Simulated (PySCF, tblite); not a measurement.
# C₈H₆N radical: geometry, infrared bands and EPR parameters

What infrared bands and EPR parameters should C₈H₆N radical (`C=C1[C]=C(CC#N)C=C1`) show?

Computed with tblite 0.8.0 and PySCF 2.14.0, with density-fitted response routines of our own, on a single molecule in the gas phase. Atoms are numbered from 0 throughout.

## 1. The starting structure

15 atoms, charge 0, multiplicity 2; geometry from: force field or distance geometry start.

Bonds of the start (Å): C0–C1 1.31, C1–C2 1.48, C2–C3 1.33, C3–C4 1.51, C4–C5 1.48, C5–N6 1.17, C3–C7 1.45, C7–C8 1.33, C8–C1 1.47, C0–H9 1.10, C0–H10 1.10, C4–H11 1.11, C4–H12 1.11, C7–H13 1.09, C8–H14 1.10.

## 2. Optimising the geometry with GFN2-xTB

What the job is given:

```
{"job": {"kind": "relax", "xc": "GFN2-xTB", "basis": "xTB"}, "charge": 0, "multiplicity": 2}
C     -2.765800     0.952300     0.195200
C     -1.597300     0.398000    -0.022300
C     -0.436300     0.466000     0.898800
C      0.553900    -0.213600     0.325100
C      1.901500    -0.362200     0.999100
C      2.963400     0.197500     0.140000
N      3.805300     0.637700    -0.550400
C      0.127600    -0.768400    -0.940900
C     -1.142300    -0.415900    -1.153500
H     -3.579500     0.841400    -0.540000
H     -2.942000     1.530500     1.115600
H      2.150300    -1.432200     1.154400
H      1.954500     0.203900     1.957600
H      0.771900    -1.369400    -1.577800
H     -1.769600    -0.657700    -2.022900
```

Command:

```sh
$ OMP_NUM_THREADS=1 python probes_run.py task.json out
```

One launch serves the whole session: the jobs run in the order shown.

**Question.** This job is followed by: GFN2-xTB harmonic vibrations, gas phase; UKS B3LYP, pcH-1 on C H N, non-relativistic, mean-field spin-orbit, GIAO. Predict these results of the whole session: strongest single infrared mode (GFN2-xTB); zero-point energy (GFN2-xTB); g(iso) (B3LYP); ⟨S²⟩; largest a(iso) (averaged by class); potential on the surface of density 0.002 e/bohr³, 1st and 99th percentile.

**Answer**, as computed:

```
                                                                  quantity                  value
                                 strongest single infrared mode (GFN2-xTB)  2413 cm⁻¹, 237 km/mol
                                              zero-point energy (GFN2-xTB)          68.3 kcal/mol
                                                            g(iso) (B3LYP)                2.00216
                                                                      ⟨S²⟩     0.766 (exact 0.75)
                                        largest a(iso) (averaged by class)   13C on C2, 460.4 MHz
potential on the surface of density 0.002 e/bohr³, 1st and 99th percentile     -1.83 V and 1.32 V
```

The optimisation took 47 steps and gained 0.278 eV; among the close pairs (by a distance rule), C1–C2 changed most, from 1.484 to 1.449 Å. All 39 modes are real, so the xTB geometry is a minimum. The strongest single mode, at 2413 cm⁻¹, moves mainly C5 and N6. Unscaled tight-binding wavenumbers are off by several per cent, some by more. Its intensities can rank the bands wrongly. Most of the unpaired spin sits on C2 (1.05 e). The isotropic g lies 0.2 ppt below the free-electron value. The conformer search found further structures of the same energy, which may be mirror or relabelled copies of this one.
